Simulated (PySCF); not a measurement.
# CH4BFOSi (SMILES O=CB[SiH2]F) at 6 levels

Wanted: a comparison of 6 runs (HF/STO-3G, HF/3-21G, HF/def2-SVP, HF/6-311G**, B3LYP/6-31G*, PBE0/def2-SVP) of CH4BFOSi. The job is set up through a Python script.

The calculation is run with PySCF 2.14.0.

### 1 The molecule

The species is CH4BFOSi (9 atoms), meant as a singlet with charge 0. As SMILES, `O=CB[SiH2]F`. The shape is that of a PBE0-D4/def2-TZVP optimisation. This is one conformer, not always the lowest.

Bond lengths: O1–C2 1.227 Å, C2–B3 1.522 Å, B3–Si4 2.001 Å, Si4–F5 1.610 Å, C2–H6 1.099 Å, B3–H7 1.195 Å, Si4–H8 1.489 Å, Si4–H9 1.486 Å. Some angles: O1–C2–B3 90.0°, C2–B3–Si4 120.9°, B3–Si4–F5 110.9°, O1–C2–H6 122.9°, B3–C2–H6 147.1°, C2–B3–H7 117.0°, Si4–B3–H7 122.0°, B3–Si4–H8 109.8°, B3–Si4–H9 112.6°, F5–Si4–H8 107.4°.

### 2 Energy and gradient at HF/STO-3G (run 1)

The input, calc.py:

```python
import pyscf.grad
from pyscf import gto, scf

mol = gto.M(
    atom='''
O       -0.789500       0.780400       1.703800
C       -0.128300       1.442100       0.910400
B        0.628100       0.188700       0.495800
Si      -0.077200      -1.007600      -0.945000
F       -1.360800      -0.349200      -1.659700
H       -0.262400       2.525000       0.778500
H        1.608700      -0.084900       1.121700
H        0.964000      -1.202600      -1.991900
H       -0.494200      -2.338100      -0.430900
''',
    basis='sto-3g',
    max_memory=1860,
    verbose=4,
    charge=0,
)

mf = scf.RHF(mol)
mf.conv_tol = 1e-10
mf.kernel()
if not mf.converged:
    mf = mf.newton().run(mf.mo_coeff, mf.mo_occ)

e_tot = mf.e_tot
print('E(%s) = %.9f' % ('HF', e_tot))
grad = mf.Gradients().kernel()
dip = mf.dip_moment()
pop, q = mf.mulliken_pop()
```

Started as:

```bash
$ OMP_NUM_THREADS=1 python calc.py
```

The program printed:

```text
PySCF version 2.14.0

[... 69 lines left out ...]
converged SCF energy = -521.530787926288
[... 12 lines left out ...]
Dipole moment(X, Y, Z, Debye):  1.21017,  0.92032,  0.06972
[... 43 lines left out ...]
charge of    8H =     -0.16543
```

Run time: 4.8 s. Hardware: 1 thread of Intel Xeon at 2.50GHz (Skylake/Cascade Lake), shared host; peak memory 0.12 GiB.

### 3 Energy and gradient at HF/3-21G (run 2)

The input, mol.xyz:

```xyz
9

O     -0.789500     0.780400     1.703800
C     -0.128300     1.442100     0.910400
B      0.628100     0.188700     0.495800
Si    -0.077200    -1.007600    -0.945000
F     -1.360800    -0.349200    -1.659700
H     -0.262400     2.525000     0.778500
H      1.608700    -0.084900     1.121700
H      0.964000    -1.202600    -1.991900
H     -0.494200    -2.338100    -0.430900
```

The input, calc.py:

```python
import pyscf.grad
from pyscf import gto

mol = gto.M(
    atom='mol.xyz',
    max_memory=1860,
    basis='3-21g',
    verbose=4,
    charge=0,
    spin=0,
)

mf = mol.RHF()
mf.conv_tol = 1e-10
mf.kernel()
if not mf.converged:
    mf = mf.newton().run(mf.mo_coeff, mf.mo_occ)

e_tot = mf.e_tot
print('E = %.10f Eh' % e_tot)
grad = mf.Gradients().kernel()
dip = mf.dip_moment()
pop, q = mf.mulliken_pop()
```

Started as:

```bash
$ OMP_NUM_THREADS=1 python calc.py
```

The program printed:

```text
PySCF version 2.14.0

[... 71 lines left out ...]
converged SCF energy = -525.250242111214
[... 12 lines left out ...]
Dipole moment(X, Y, Z, Debye):  2.40296,  1.58568, -0.12896
[... 67 lines left out ...]
charge of    8H =     -0.22388
```

It took 5.1 s on 1 thread of Intel Xeon at 2.50GHz (Skylake/Cascade Lake), shared host; peak memory 0.13 GiB.

Runs 3 to 5 aren't shown in full; the table further down has their settings and results.

### 4 Energy and gradient at PBE0/def2-SVP (run 6)

The input, calc.py:

```python
from pyscf import gto, dft

mol = gto.Mole()
mol.atom = '''
O   -0.789500   0.780400   1.703800
C   -0.128300   1.442100   0.910400
B    0.628100   0.188700   0.495800
Si  -0.077200  -1.007600  -0.945000
F   -1.360800  -0.349200  -1.659700
H   -0.262400   2.525000   0.778500
H    1.608700  -0.084900   1.121700
H    0.964000  -1.202600  -1.991900
H   -0.494200  -2.338100  -0.430900
'''
mol.spin = 0
mol.basis = 'def2-svp'
mol.max_memory = 1860
mol.verbose = 4
mol.charge = 0
mol.build()

ks = dft.RKS(mol)
ks.xc = 'pbe0'
ks.grids.level = 5
ks.conv_tol = 1e-10
ks.kernel()
if not ks.converged:
    ks = ks.newton().run(ks.mo_coeff, ks.mo_occ)

e_final = ks.e_tot
print('E(%s) = %.9f' % ('PBE0', e_final))
grad = ks.nuc_grad_method().kernel()
ks.analyze()
```

Started as:

```bash
$ OMP_NUM_THREADS=1 python calc.py
```

The program printed:

```text
PySCF version 2.14.0

[... 96 lines left out ...]
Two-electron Energy =                  398.446910241676051
[... 13 lines left out ...]
MO #10  energy= -1.18233184853066  occ= 2
[... 11 lines left out ...]
MO #22  energy= -0.311034748446015 occ= 2
[... 11 lines left out ...]
MO #34  energy= 0.223333907442131  occ= 0
[... 11 lines left out ...]
MO #46  energy= 0.589062730082359  occ= 0
[... 11 lines left out ...]
MO #58  energy= 1.1273286516027    occ= 0
[... 11 lines left out ...]
MO #70  energy= 1.60241257743409   occ= 0
[... 11 lines left out ...]
MO #82  energy= 2.44628862932224   occ= 0
[... 11 lines left out ...]
MO #94  energy= 3.56210958717953   occ= 0
[... 106 lines left out ...]
Dipole moment(X, Y, Z, Debye):  1.51398,  1.60913,  0.23767
```

Run time: 86 s. Hardware: 1 thread of Intel Xeon at 2.50GHz (Skylake/Cascade Lake), shared host; peak memory 0.92 GiB.

### 5 All runs side by side

| run | level | integration grid | energy (Eh) | dipole moment (D) | HOMO energy (eV) | LUMO energy (eV) | wall time |
| --- | --- | --- | --- | --- | --- | --- | --- |
| 1 | HF/STO-3G | – | -521.530788 | 1.52 | -8.78 | 6.88 | 4.8 s |
| 2 | HF/3-21G | – | -525.250242 | 2.88 | -11.39 | 2.54 | 5.1 s |
| 3 | HF/def2-SVP | – | -527.831801 | 2.83 | -11.47 | 2.32 | 21 s |
| 4 | HF/6-311G** | – | -528.182131 | 2.84 | -11.41 | 2.28 | 41 s |
| 5 | B3LYP/6-31G* (spherical functions) | 5 | -529.917637 | 2.17 | -7.71 | -1.79 | 72 s |
| 6 | PBE0/def2-SVP | 5 | -529.258160 | 2.22 | -8.14 | -1.80 | 86 s |

### 6 Outcome

| quantity | value |
| --- | --- |
| run 6: total energy | -529.25816 Eh |
| run 6: dipole moment | 2.22 D |
| run 6: HOMO energy | -8.14 eV |
| run 6: LUMO energy | -1.80 eV |
| run 6: HOMO–LUMO gap | 6.34 eV |
| run 6: largest force on an atom | 0.921 eV/Å |

**Reading.** The dipole moment (its size) runs from 1.52 D (HF/STO-3G) to 2.88 D (HF/3-21G). The HOMO–LUMO gap runs from 5.92 eV (B3LYP/6-31G*) to 15.66 eV (HF/STO-3G). The two ends differ in method and basis. Totals of different functionals can't be ranked against each other. In run 1 the basis is minimal, so the values are rough. All runs together took 3.8 min, the longest 86 s.
